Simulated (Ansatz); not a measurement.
# FGaGeH₄: small, medium and large basis sets

How large a basis does FGaGeH₄ need? Two functionals are run in growing sets.

The runs use Ansatz 0.2.0, Gaussian basis; one geometry, several basis sets.

Plan: PBE0-D4/def2-SVP; ωB97M-V/def2-SVP; PBE0-D4/def2-QZVPP; ωB97M-V/def2-QZVPP; the functionals' def2-TZVPP values are taken from earlier runs.

1 further run of the same task is left out (it didn't finish).

## 1. The geometry

An earlier PBE0-D4 in a triple-zeta def2 set relaxation fixed the geometry.

SMILES `[F][GaH][GeH3]`, 7 atoms, charge 0, spin multiplicity 1.

Atoms are counted from 1 here; the program's logs count them from 0.

Bond lengths: F1–Ga2 1.765 Å, Ga2–Ge3 2.436 Å, Ga2–H4 1.565 Å, Ge3–H5 1.538 Å, Ge3–H6 1.536 Å, Ge3–H7 1.538 Å. Angles: F1–Ga2–Ge3 113.1°, F1–Ga2–H4 112.7°, Ge3–Ga2–H4 134.3°, Ga2–Ge3–H5 109.5°, Ga2–Ge3–H6 110.5°, Ga2–Ge3–H7 111.4°, H5–Ge3–H6 108.4°, H5–Ge3–H7 108.2°, H6–Ge3–H7 108.8°.

As a file:

```mol
FGaGeH4
  3D, bonds by distance, orders not assigned

  7  6  0  0  0  0  0  0  0  0999 V2000
   -2.1704   -1.3520    0.3163 F   0  0
   -0.4259   -1.3005    0.0556 Ga  0  0
    0.4567    0.9671   -0.0515 Ge  0  0
    0.2079   -2.7260   -0.0665 H   0  0
    0.0521    1.6143   -1.3866 H   0  0
   -0.1120    1.8201    1.0924 H   0  0
    1.9916    0.9770    0.0404 H   0  0
  1  2  8  0
  2  3  8  0
  2  4  8  0
  3  5  8  0
  3  6  8  0
  3  7  8  0
M  END
```

## 2. PBE0-D4 in def2-SVP

Input file in.yaml:

```yaml
crystal:
  periodic: [false, false, false]
  atoms:
    - {symbol: F, position_ang: [-2.170388, -1.352024, 0.316259]}
    - {symbol: Ga, position_ang: [-0.425950, -1.300478, 0.055612]}
    - {symbol: Ge, position_ang: [0.456704, 0.967106, -0.051450]}
    - {symbol: H, position_ang: [0.207898, -2.726020, -0.066522]}
    - {symbol: H, position_ang: [0.052133, 1.614339, -1.386642]}
    - {symbol: H, position_ang: [-0.112010, 1.820096, 1.092387]}
    - {symbol: H, position_ang: [1.991614, 0.976971, 0.040366]}
basis:
  gaussian: {orbitals: def2-SVP}
hamiltonian: {xc: pbe0, dispersion: d4}
output: {orbitals: {seedname: orbitals}}
```

On the command line:

```bash
$ ansatz run in.yaml --threads 2 --pin off --events-out ev --progress --plain --max-ram 22528MiB --backend cpu
```

After this run come: ωB97M-V in def2-SVP; PBE0-D4 in def2-QZVPP; ωB97M-V in def2-QZVPP.

Before running them: what should the planned runs give, taken together? Wanted: PBE0-D4: double and triple zeta above quadruple; ωB97M-V: double and triple zeta above quadruple.

**Answer**, as computed:

| quantity | value |
| --- | --- |
| PBE0-D4: double and triple zeta above quadruple | 19.90, 2.58 eV |
| ωB97M-V: double and triple zeta above quadruple | 19.88, 2.51 eV |

For PBE0-D4 the step from double to triple zeta gains 17.31 eV and the next only 2.58 eV. Total energies overstate the basis error of differences, where much of it tends to cancel.
